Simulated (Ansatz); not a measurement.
**C₂H₉FSi₂: one species, many methods**

The task here is to estimate one member of a computed series from the others.

Method: functionals in def2-TZVPP, the program's frozen cores in correlated methods; program: Ansatz 0.2.0, Gaussian basis.

Levels to be run: PBE-D4, r2SCAN-D4, PBE0-D4, B3LYP-D4, ωB97X-V, ωB97M-V, B2PLYP; CCSD(T)/def2-TZVPP; MP2/def2-QZVPP; extrapolation to the limit.

**Structure used throughout**

The geometry comes from an earlier relaxation with PBE0-D4 in a triple-zeta def2 set; it is a stationary point, not always the lowest conformer.

SMILES `CC([SiH3])[SiH2]F`, 14 atoms, charge 0, spin multiplicity 1.

Atoms are counted from 1 here; the program's logs count them from 0.

Bond lengths: C1–C2 1.537 Å, C1–H6 1.094 Å, C1–H7 1.093 Å, C1–H8 1.093 Å, C2–Si3 1.881 Å, C2–Si4 1.857 Å, C2–H9 1.099 Å, Si3–H10 1.488 Å, Si3–H11 1.488 Å, Si3–H12 1.488 Å, Si4–F5 1.605 Å, Si4–H13 1.485 Å, Si4–H14 1.484 Å. Angles: C2–C1–H6 111.2°, C2–C1–H7 111.5°, C2–C1–H8 111.6°, H6–C1–H7 107.3°, H6–C1–H8 107.4°, H7–C1–H8 107.6°, C1–C2–Si3 111.1°, C1–C2–Si4 111.9°, C1–C2–H9 110.0°, Si3–C2–Si4 111.8°, Si3–C2–H9 105.6°, Si4–C2–H9 106.2°, C2–Si3–H10 110.1°, C2–Si3–H11 111.2°, C2–Si3–H12 109.5°, H10–Si3–H11 108.7°, H10–Si3–H12 108.4°, H11–Si3–H12 109.0° and more.

Set-up of the first run:

in.yaml

```yaml
crystal:
  periodic: [false, false, false]
  atoms:
    - {symbol: C, position_ang: [-0.363941, 1.334804, 0.746691]}
    - {symbol: C, position_ang: [-0.363920, -0.126884, 0.270807]}
    - {symbol: Si, position_ang: [1.237993, -0.992289, 0.742058]}
    - {symbol: Si, position_ang: [-0.711433, -0.261585, -1.548775]}
    - {symbol: F, position_ang: [-2.106689, 0.460669, -1.879112]}
    - {symbol: H, position_ang: [0.426956, 1.910455, 0.257340]}
    - {symbol: H, position_ang: [-0.198195, 1.405956, 1.825072]}
    - {symbol: H, position_ang: [-1.312778, 1.829122, 0.524962]}
    - {symbol: H, position_ang: [-1.162993, -0.686633, 0.776942]}
    - {symbol: H, position_ang: [2.393027, -0.324021, 0.083229]}
    - {symbol: H, position_ang: [1.217399, -2.422103, 0.331959]}
    - {symbol: H, position_ang: [1.428508, -0.914592, 2.215595]}
    - {symbol: H, position_ang: [0.334904, 0.434793, -2.340012]}
    - {symbol: H, position_ang: [-0.831838, -1.677092, -1.978058]}
basis:
  gaussian: {orbitals: def2-TZVPP}
hamiltonian: {xc: pbe, dispersion: d4}
output: {forces: true, orbitals: {seedname: orbitals}}
```

The run is started by

```bash
$ ansatz run in.yaml --threads 4 --pin off --events-out ev --progress --plain --max-ram 10444MiB
```

Among the steps run: PBE-D4 (GGA); r2SCAN-D4 (meta-GGA); PBE0-D4 (hybrid); B3LYP-D4 (hybrid); ωB97X-V (range-separated); ωB97M-V (range-separated); B2PLYP (double hybrid); CCSD(T) in def2-TZVPP; MP2 in def2-QZVPP.

One table of the session follows, with a row left open; its other results are not shown here.

```
            method  atomisation energy (kJ/mol)
            PBE-D4                            ?
         r2SCAN-D4                       4975.9
           PBE0-D4                       4947.4
          B3LYP-D4                       4968.9
           ωB97X-V                       4999.0
           ωB97M-V                       4986.7
            B2PLYP                       4917.2
     HF/def2-TZVPP                       3809.5
    MP2/def2-TZVPP                       4900.3
   CCSD/def2-TZVPP                       4820.3
CCSD(T)/def2-TZVPP                       4870.1
           MP2/CBS                       5016.9
       CCSD(T)/CBS                       4986.8
```

Estimate the missing values for PBE-D4.

As computed: atomisation energy (kJ/mol): 4981.5. In the column «atomisation energy (kJ/mol)» it lies between r2SCAN-D4 (4975.9) and ωB97M-V (4986.7).

To keep in mind: Free atoms (2 C, 2 Si, 1 F, 9 H) were run apart at each level; the atomisation energy is their sum less the molecule, without zero-point or spin-orbit terms.
